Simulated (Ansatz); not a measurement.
Bi2Se3, space group R-3m: a convergence test of the plane-wave cutoff, run with Ansatz's Python interface.

The script, `ecut_bi2se3.py`:
```python
import ansatz as az
from ase import Atoms
from tabulate import tabulate


def main() -> None:
    atoms = Atoms(
        ['Bi', 'Bi', 'Se', 'Se', 'Se'],
        scaled_positions=[
            (0.4008, 0.4008, 0.4008),
            (0.5992, 0.5992, 0.5992),
            (0.0, 0.0, 0.0),
            (0.2117, 0.2117, 0.2117),
            (0.7883, 0.7883, 0.7883),
        ],
        cell=[
            (2.0715, 1.195981, 9.545333),
            (-2.0715, 1.195981, 9.545333),
            (0.0, -2.391962, 9.545333),
        ],
        pbc=True,
    )
    bi2se3 = az.Crystal.from_ase(atoms)

    base = (
        bi2se3.calculation()
        .functional('pbe')
        .kpoints(6)
        .occupations('fixed')
    )

    rows = []
    for value in [250, 325, 400, 475, 550]:
        rep = base.basis(value).run().report
        rows.append((value, rep['free_energy_ev'] / len(rep['lattice']['sites']), rep['n_iterations'], rep['n_pw']))

    print(tabulate(rows, headers=['cutoff (eV)', 'F/atom (eV)', 'iterations', 'plane waves'], floatfmt='.4f', tablefmt='simple'))

    for row in rows[:-1]:
        shift = 1000 * (row[1] - rows[-1][1])
        print(f'{row[0]}: {shift:+.2f} meV/atom' + ('  (within 1 meV)' if abs(shift) < 1 else ''))


if __name__ == '__main__':
    main()
```

From which cutoff on is the energy per atom within 1 meV of the last row, and how does it get there?

From 475 eV on it stays within 1 meV an atom of the value at 550 eV; the first row (250 eV) is off by 641.2 meV and the last but one by 0.20 meV. The energy falls steadily, as expected when plane waves are added. The last run costs about 2.9 times the first.

What the script printed:

```console
$ python ecut_bi2se3.py
DeckWarning: basis.ecutwfc = 250 eV is below the records' recommended 420 eV, and the density's cutoff is lower with it unless basis.ecutrho_ratio is high enough to keep the records' density cutoff: compare with a run at a higher cutoff
DeckWarning: basis.ecutwfc = 325 eV is below the records' recommended 420 eV, and the density's cutoff is lower with it unless basis.ecutrho_ratio is high enough to keep the records' density cutoff: compare with a run at a higher cutoff
DeckWarning: basis.ecutwfc = 400 eV is below the records' recommended 420 eV, and the density's cutoff is lower with it unless basis.ecutrho_ratio is high enough to keep the records' density cutoff: compare with a run at a higher cutoff
  cutoff (eV)    F/atom (eV)    iterations    plane waves
-------------  -------------  ------------  -------------
          250     -8239.8026             8           1291
          325     -8240.4327             7           1847
          400     -8240.4427             7           2581
          475     -8240.4436             7           3345
          550     -8240.4438             7           4111
250: +641.20 meV/atom
325: +11.11 meV/atom
400: +1.11 meV/atom
475: +0.20 meV/atom  (within 1 meV)
```
(Warnings from the package without file and line.)

Spin-orbit coupling, which matters for elements this heavy, is left out. The starting cell is as deposited in a crystallographic database; the results hold for this polymorph, which needn't be the stable one. Shifts are counted from the last row, which is itself no proven limit. Hardware and time: 40 s on 1 thread of Arm Neoverse V1, with other jobs on the host, peak memory 0.61 GiB.
